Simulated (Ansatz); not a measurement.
**GeH5NOSi: a ladder of functionals and wavefunction methods**

The task here is to estimate one member of a computed series from the others.

Computed with Ansatz 0.2.0, Gaussian basis. Level: functionals in def2-TZVPP, the program's frozen cores in correlated methods.

The runs, in order: LDA (SPW92), PBE-D4, revPBE-D4, BLYP-D4, r2SCAN-D4, B97M-V, PBE0-D4, B3LYP-D4, r2SCANh-D4, r2SCAN0-D4, HSE06-D4, BHLYP-D4, CAM-B3LYP-D4, LC-ωPBE, ωB97X-V, ωB97M-V, B2PLYP, PBE-QIDH; CCSD(T)/def2-SVP; CCSD(T)/def2-TZVPP; MP2/def2-QZVPP; extrapolation to the limit; RPA on PBE.

**The geometry**

The geometry comes from an earlier relaxation with PBE0-D4 in a triple-zeta def2 set; it is a stationary point, not always the lowest conformer.

SMILES `[NH]1[SiH2][O][GeH2]1`, 9 atoms, charge 0, spin multiplicity 1.

Atoms are counted from 1 here; the program's logs count them from 0.

Bond lengths: N1–Si2 1.727 Å, N1–Ge4 1.840 Å, N1–H5 1.003 Å, Si2–O3 1.664 Å, Si2–H6 1.488 Å, Si2–H7 1.488 Å, O3–Ge4 1.809 Å, Ge4–H8 1.538 Å, Ge4–H9 1.538 Å. Angles: Si2–N1–Ge4 91.0°, Si2–N1–H5 136.3°, Ge4–N1–H5 132.7°, N1–Si2–O3 91.4°, N1–Si2–H6 115.6°, N1–Si2–H7 115.6°, O3–Si2–H6 112.8°, O3–Si2–H7 112.8°, H6–Si2–H7 108.1°, Si2–O3–Ge4 94.2°, N1–Ge4–O3 83.4°, N1–Ge4–H8 116.8°, N1–Ge4–H9 116.7°, O3–Ge4–H8 112.4°, O3–Ge4–H9 112.3°, H8–Ge4–H9 112.1°.

The first run:

in.yaml reads:

```yaml
crystal:
  periodic: [false, false, false]
  atoms:
    - {symbol: N, position_ang: [-0.124703, -0.469202, 0.901990]}
    - {symbol: Si, position_ang: [-0.799088, 0.945619, 0.175551]}
    - {symbol: O, position_ang: [0.111263, 0.721695, -1.199260]}
    - {symbol: Ge, position_ang: [0.909697, -0.781569, -0.587903]}
    - {symbol: H, position_ang: [-0.233956, -0.960383, 1.769319]}
    - {symbol: H, position_ang: [-2.262692, 0.897924, -0.086920]}
    - {symbol: H, position_ang: [-0.495896, 2.228485, 0.865000]}
    - {symbol: H, position_ang: [0.554189, -2.017984, -1.431501]}
    - {symbol: H, position_ang: [2.429686, -0.610784, -0.423378]}
basis:
  gaussian: {orbitals: def2-TZVPP}
hamiltonian: {xc: lda}
output: {orbitals: {seedname: orbitals}}
```

Among the steps run: LDA; PBE-D4 (GGA); revPBE-D4 (GGA); BLYP-D4 (GGA); r2SCAN-D4 (meta-GGA); B97M-V (meta-GGA); PBE0-D4 (hybrid); B3LYP-D4 (hybrid); r2SCANh-D4 (hybrid); r2SCAN0-D4 (hybrid); HSE06-D4 (hybrid); BHLYP-D4 (hybrid); CAM-B3LYP-D4 (range-separated); LC-ωPBE (range-separated); ωB97X-V (range-separated); ωB97M-V (range-separated); B2PLYP (double hybrid); PBE-QIDH (double hybrid).

One of the session's tables, all rows but one given; the rest of the session is left out.

It belongs to the step «Frontier levels by functional». 

| functional | HOMO (eV) | gap (eV) |
| --- | --- | --- |
| LDA (SPW92) | -6.13 | 4.35 |
| PBE-D4 | -6.02 | 4.51 |
| revPBE-D4 | -5.98 | 4.59 |
| BLYP-D4 | -5.90 | 4.51 |
| r2SCAN-D4 | -6.33 | 5.15 |
| B97M-V | -6.46 | 5.13 |
| PBE0-D4 | ? | ? |
| B3LYP-D4 | -7.16 | 6.28 |
| r2SCANh-D4 | -6.83 | 5.96 |
| r2SCAN0-D4 | -7.60 | 7.15 |
| HSE06-D4 | -6.99 | 5.97 |
| BHLYP-D4 | -8.67 | 8.89 |
| CAM-B3LYP-D4 | -8.77 | 9.11 |
| LC-ωPBE | -10.14 | 11.70 |
| ωB97X-V | -9.79 | 11.18 |
| ωB97M-V | -9.67 | 10.78 |

Q: Estimate the row for PBE0-D4 from the others.

As computed: HOMO (eV): -7.39; gap (eV): 6.75. In the column «HOMO (eV)» it lies between r2SCAN0-D4 (-7.60) and B3LYP-D4 (-7.16).
